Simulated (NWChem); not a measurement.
# CH3BF3Ge+ (SMILES [CH3][Ge+]([F])[B](F)F): M05/cc-pV(D+d)Z (ZORA, esp esp)

Aim: the energy change on altering one bond length of CH3BF3Ge+ at M05/cc-pV(D+d)Z (ZORA, esp esp), from 2 runs. 

Program for the calculation: NWChem 7.3.0.

## 1. The structure to begin with

CH3BF3Ge+: 9 atoms, total charge +1, spin state singlet. SMILES: `[CH3][Ge+]([F])[B](F)F`. Geometry: a GFN2-xTB relaxation, a rough one for these elements and not checked as a minimum.

Bond lengths: C1–Ge2 2.003 Å, Ge2–F3 1.729 Å, Ge2–B4 2.228 Å, B4–F5 1.274 Å, B4–F6 1.276 Å, C1–H7 1.092 Å, C1–H8 1.097 Å, C1–H9 1.097 Å. Some angles: C1–Ge2–F3 103.8°, C1–Ge2–B4 154.9°, F3–Ge2–B4 101.3°, Ge2–B4–F5 115.3°, Ge2–B4–F6 119.5°, F5–B4–F6 125.2°, Ge2–C1–H7 111.8°, Ge2–C1–H8 107.1°, Ge2–C1–H9 107.2°, H7–C1–H8 110.9°.

## 2. A single-point energy at M05/cc-pV(D+d)Z (ZORA, esp esp)

sp.nw reads:

```
start sp
title "CH3BF3Ge"
memory 2900 mb
charge 1
geometry units angstrom noautoz
  C    -1.827570   -0.232630   -0.019740
  Ge    0.127990    0.202360   -0.000590
  F     0.165210    1.931220   -0.020140
  B     2.303130   -0.280720    0.029180
  F     3.084040    0.724700    0.087070
  F     2.676590   -1.500590   -0.012720
  H    -2.003290   -1.308940   -0.075000
  H    -2.263930    0.280640   -0.885140
  H    -2.262170    0.183950    0.897070
end
basis spherical bse
  C library "cc-pV(D+d)Z"
  Ge library "cc-pV(D+d)Z"
  F library "cc-pV(D+d)Z"
  B library "cc-pV(D+d)Z"
  H library "cc-pV(D+d)Z"
end
relativistic
  zora on
end
dft
  xc m05
  grid fine
  maxiter 200
  print medium
end
esp
  range 0.4
  spacing 0.035
  recalculate
end
task dft energy
task esp
```

Launch:

```sh
nwchem sp.nw > sp.out
```

Log:

```text
[...]
          Wavefunction type:  closed shell.
          No. of atoms     :     9
          No. of electrons :    72
[...]
          Charge           :     1
          Spin multiplicity:     1
[...]
          AO basis - number of functions:   112
[...]
              XC Information
              --------------
                          M05 Method XC Functional
                     Hartree-Fock (Exact) Exchange  0.280
                   M05 metaGGA Exchange Functional  0.720
                         M05 Correlation Potential  1.000
[...]
 d= 0,ls=0.0,diis     1  -2472.3910883907 -2.90D+03  1.86D-02  3.34D+00    57.5
[...]
 d= 0,ls=0.0,diis    10  -2472.6087771902 -3.95D-08  1.13D-06  3.58D-08   206.0
[...]
         Total DFT energy =    -2472.608777190234
      One electron energy =    -4273.401010847711
           Coulomb energy =     1490.480511197891
    Exchange-Corr. energy =     -120.804367218932
 Nuclear repulsion energy =      431.116089678518
       Scaling correction =       11.461279419973
[...]
 Dipole moment                                  0.929371
 Quadrupole moment Qxx                        -14.955366
                   Qyy                         15.625161
                   Qzz                         -0.669794
[...]
```

Run time: 4.2 min. Hardware: 1 thread of Intel Xeon Platinum 8259CL at 2.50GHz (Skylake/Cascade Lake), shared host; peak memory 0.12 GiB.

## 3. The distorted shape, same level

ch3bf3ge.nw reads:

```
start ch3bf3ge
title "CH3BF3Ge M05"
memory stack 1160 mb heap 290 mb global 1450 mb
charge 1
geometry units au noautoz
C   -3.53573427  -0.36088478   0.13594879
Ge   0.15973855   0.46112719   0.17213704
F    0.23007416   3.72819910   0.13519290
B    4.27015743  -0.45176171   0.22839419
F    5.74586346   1.44820673   0.33779043
F    4.97589455  -2.75698191   0.14921466
H   -3.86779695  -2.39481590   0.03152252
H   -4.36033516   0.60905495  -1.49942020
H   -4.27488175   0.34761512   1.69521661
end
basis spherical bse
* library "cc-pV(D+d)Z"
end
relativistic
zora on
end
dft
xc m05
mult 1
grid fine
maxiter 200
end
esp
range 0.4
spacing 0.035
recalculate
end
task dft energy
task esp
```

Launch:

```sh
nwchem ch3bf3ge.nw > ch3bf3ge.out
```

Log:

```text
[...]
          Wavefunction type:  closed shell.
          No. of atoms     :     9
          No. of electrons :    72
[...]
          Charge           :     1
          Spin multiplicity:     1
[...]
          AO basis - number of functions:   112
[...]
              XC Information
              --------------
                          M05 Method XC Functional
                     Hartree-Fock (Exact) Exchange  0.280
                   M05 metaGGA Exchange Functional  0.720
                         M05 Correlation Potential  1.000
[...]
 d= 0,ls=0.0,diis     1  -2472.3801115386 -2.90D+03  1.85D-02  3.35D+00    53.7
[...]
 d= 0,ls=0.0,diis    10  -2472.5985824003 -4.28D-08  1.05D-06  3.07D-08   185.5
[...]
         Total DFT energy =    -2472.598582400299
      One electron energy =    -4274.446512333848
           Coulomb energy =     1490.990291151957
    Exchange-Corr. energy =     -120.846644273786
 Nuclear repulsion energy =      431.704283055378
       Scaling correction =       11.461332039698
[...]
 Dipole moment                                  0.936647
 Quadrupole moment Qxx                        -14.620711
                   Qyy                         15.355762
                   Qzz                         -0.735051
[...]
```

It took 3.8 min on 1 thread of Intel Xeon Platinum 8259CL at 2.50GHz (Skylake/Cascade Lake), shared host; peak memory 0.12 GiB.

## 4. Results

Level: M05/cc-pV(D+d)Z (ZORA, esp esp).

| quantity | value |
| --- | --- |
| first shape: total energy | -2472.60878 Eh |
| first shape: HOMO energy | -14.66 eV |
| first shape: LUMO energy | -8.93 eV |
| first shape: HOMO–LUMO gap | 5.73 eV |
| distorted shape: total energy | -2472.59858 Eh |
| distorted shape: HOMO energy | -14.69 eV |
| distorted shape: LUMO energy | -8.96 eV |
| distorted shape: HOMO–LUMO gap | 5.74 eV |
| energy change with the C1–H9 bond shortened from 1.097 to 0.987 Å | 0.277 eV |

What this shows: With the C1–H9 bond shortened from 1.097 to 0.987 Å the energy rises by 0.28 eV (6.4 kcal/mol). The first shape isn't relaxed at this level, so the change isn't measured from a minimum.
